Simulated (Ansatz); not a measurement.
LuHCl, space group R-3m: a convergence test of the k-point mesh, run with Ansatz's Python interface.

`run_kconv.py`:
```python
"""k-point test for LuHCl."""

import csv

import ansatz as az

system = (
    az.Lattice.from_parameters(3.62481, 3.62481, 27.523713, alpha=90, beta=90, gamma=120)
    .space_group(166)
    .atom("Lu", [0.0, 0.0, 0.119772])
    .atom("H", [0.0, 0.0, 0.196185])
    .atom("Cl", [1 / 3, 2 / 3, 0.274169])
    .primitive()
)

base = system.calculation()
base = base.functional("r2scan")
base = base.occupations("Fermi-Dirac", width=0.1)

rows = []
for value in [(3, 3, 3), (5, 5, 5), (6, 6, 6), (7, 7, 7), (9, 9, 9)]:
    rep = base.kpoints(*value).run().report
    rows.append((value, rep["free_energy_ev"] / len(rep["lattice"]["sites"]), rep["n_iterations"], rep["n_kpoints"]))

with open("kconv.csv", "w", newline="") as handle:
    writer = csv.writer(handle)
    writer.writerow(["mesh", "F/atom (eV)", "iterations", "k-points"])
    writer.writerows([round(v, 5) if isinstance(v, float) else v for v in row] for row in rows)

# differences from the last row
for row in rows[:-1]:
    shift = 1000 * (row[1] - rows[-1][1])
    print(f"{row[0]}: {shift:+.2f} meV/atom" + ("  (within 2 meV)" if abs(shift) < 2 else ""))
```

From which mesh on is the energy per atom within 2 meV of the last row, and how does it get there?

From 7×7×7 on it stays within 2 meV an atom of the value at 9×9×9; the first row (3×3×3) is off by 2.0 meV and the last but one by 1.12 meV. This holds for F at a smearing of 0.1 eV; a narrower one needs a denser mesh. It goes up and down, since the sum over k-points isn't variational. The last run costs about 8.0 times the first.

The run itself:

Output of `python run_kconv.py`:
```text
DeckWarning: basis.ecutwfc = 500 eV, auto-derived from the records' recommended cutoffs: set by Lu (their level for a meta-GGA)
(3, 3, 3): +2.02 meV/atom
(5, 5, 5): -3.94 meV/atom
(6, 6, 6): -2.58 meV/atom
(7, 7, 7): -1.12 meV/atom  (within 2 meV)
```
(Warnings from the package without file and line.)

`kconv.csv`, as written:
```csv
mesh,F/atom (eV),iterations,k-points
"(3, 3, 3)",-5282.62638,8,6
"(5, 5, 5)",-5282.63234,7,19
"(6, 6, 6)",-5282.63098,8,32
"(7, 7, 7)",-5282.62953,8,44
"(9, 9, 9)",-5282.6284,8,85
```

Reading the output:
- The structure comes from a database of computed cells and needn't be a stable or known phase.
- Shifts are counted from the finest mesh, which is itself no proven limit.
- Finished in 94 s on 1 thread of Arm Neoverse V2 (shared host), peak memory 0.79 GiB.
